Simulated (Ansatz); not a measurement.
**F2GeH2O: one species, many methods**

How much do the methods differ for F2GeH2O? The plan is to run it at one geometry with functionals of several rungs and with coupled cluster. The yardstick is the atomisation energy at the CCSD(T) limit.

Program: Ansatz 0.2.0, Gaussian basis. Level of theory: functionals in def2-TZVPP, the program's frozen cores in correlated methods. These are calculated values, not measurements.

Plan: LDA (SPW92), PBE-D4, revPBE-D4, BLYP-D4, r2SCAN-D4, B97M-V, PBE0-D4, B3LYP-D4, r2SCANh-D4, r2SCAN0-D4, HSE06-D4, BHLYP-D4, CAM-B3LYP-D4, LC-ωPBE, ωB97X-V, ωB97M-V, B2PLYP, PBE-QIDH; CCSD(T)/def2-SVP; CCSD(T)/def2-TZVPP; CCSD(T)/def2-QZVPP; extrapolation to the limit; RPA on PBE.

**1. The geometry**

All runs share one geometry, relaxed beforehand with PBE0-D4 in a triple-zeta def2 set.

6 atoms, charge 0, spin multiplicity 1.

Atoms are counted from 1 here; the program's logs count them from 0.

Bond lengths: O1–Ge2 1.742 Å, O1–H5 0.961 Å, Ge2–F3 1.720 Å, Ge2–F4 1.720 Å, Ge2–H6 1.516 Å. Angles: Ge2–O1–H5 114.0°, O1–Ge2–F3 109.3°, O1–Ge2–F4 109.3°, O1–Ge2–H6 111.4°, F3–Ge2–F4 103.5°, F3–Ge2–H6 111.5°, F4–Ge2–H6 111.5°.

As a file:

```xyz
6
charge 0, multiplicity 1
O     0.0864    1.0490   -0.9099
Ge    0.0759   -0.1023    0.3968
F     1.0428   -1.4591   -0.0315
F    -1.5023   -0.7681    0.5564
H    -0.2077    0.6880   -1.7510
H     0.5468    0.5284    1.6929
```

**2. LDA**

This LDA is Slater exchange with PW92 correlation.

Input file in.yaml:

```yaml
crystal:
  periodic: [false, false, false]
  atoms:
    - {symbol: O, position_ang: [0.086389, 1.048992, -0.909910]}
    - {symbol: Ge, position_ang: [0.075943, -0.102265, 0.396820]}
    - {symbol: F, position_ang: [1.042831, -1.459139, -0.031509]}
    - {symbol: F, position_ang: [-1.502253, -0.768064, 0.556448]}
    - {symbol: H, position_ang: [-0.207652, 0.688041, -1.750968]}
    - {symbol: H, position_ang: [0.546843, 0.528434, 1.692919]}
basis:
  gaussian: {orbitals: def2-TZVPP}
hamiltonian: {xc: lda}
output: {orbitals: {seedname: orbitals}}
```

Run with:

```bash
> ansatz run in.yaml --threads 2 --pin off --events-out ev --progress --plain --max-ram 20480MiB --backend cpu
```

The runs that follow: PBE-D4 (GGA); revPBE-D4 (GGA); BLYP-D4 (GGA); r2SCAN-D4 (meta-GGA); B97M-V (meta-GGA); B3LYP-D4 (hybrid); r2SCANh-D4 (hybrid); r2SCAN0-D4 (hybrid); HSE06-D4 (hybrid); BHLYP-D4 (hybrid); CAM-B3LYP-D4 (range-separated); LC-ωPBE (range-separated); ωB97X-V (range-separated); ωB97M-V (range-separated); B2PLYP (double hybrid); PBE-QIDH (double hybrid); CCSD(T) in def2-SVP; CCSD(T) in def2-TZVPP; CCSD(T) in def2-QZVPP; RPA on PBE orbitals.

Before running them: what should the planned runs give, taken together? Wanted: atomisation energy, CCSD(T)/CBS; farthest beyond LDA; mean size of error, GGA; mean size of error, meta-GGA; mean size of error, hybrid; mean size of error, range-separated; mean size of error, double hybrid; gap, smallest and largest; T1 diagnostic.

**Answer**, as computed:

```
                               quantity                                             value
        atomisation energy, CCSD(T)/CBS                                     2145.2 kJ/mol
 functionals within 21.5 kJ/mol (1.0 %)  PBE-D4, r2SCAN-D4, B97M-V, CAM-B3LYP-D4, ωB97X-V
                    farthest beyond LDA                          BHLYP-D4 (-149.3 kJ/mol)
                mean size of error, GGA                                       35.8 kJ/mol
           mean size of error, meta-GGA                                       14.9 kJ/mol
             mean size of error, hybrid                                       77.0 kJ/mol
    mean size of error, range-separated                                       22.0 kJ/mol
      mean size of error, double hybrid                                       48.0 kJ/mol
              gap, smallest and largest             6.89 eV (BLYP-D4), 15.18 eV (LC-ωPBE)
                          T1 diagnostic                                            0.0122
triples share of the correlation energy                                             3.1 %
```

In words: The LDA atomisation energy is off by 347.2 kJ/mol (16 %): it overbinds. PBE-D4 misses by +10.5 kJ/mol. Double hybrids carry the basis error of their MP2 part in triple zeta, and no dispersion term here, so their miss is partly the set-up's. By mean error the best rung here is meta-GGA (14.9 kJ/mol) and the worst beyond LDA is hybrid (77.0 kJ/mol). The gap between the best rungs is small, so their order is not settled. The mean of the hybrids holds BHLYP, with half exact exchange. The reference freezes the cores and leaves out relativity and excitations past (T), and its outer-core shells are covered unevenly, so misses under about 21.5 kJ/mol can't be ranked. Hartree-Fock recovers 68 % of the binding; the rest is correlation. CCSD(T) in def2-SVP is off by -178.2 kJ/mol, which most functionals beat. Orbital gaps span 6.9 to 15.2 eV; exact exchange widens them. Correlated methods include outer-core shells of Ge, which these sets cover unevenly.
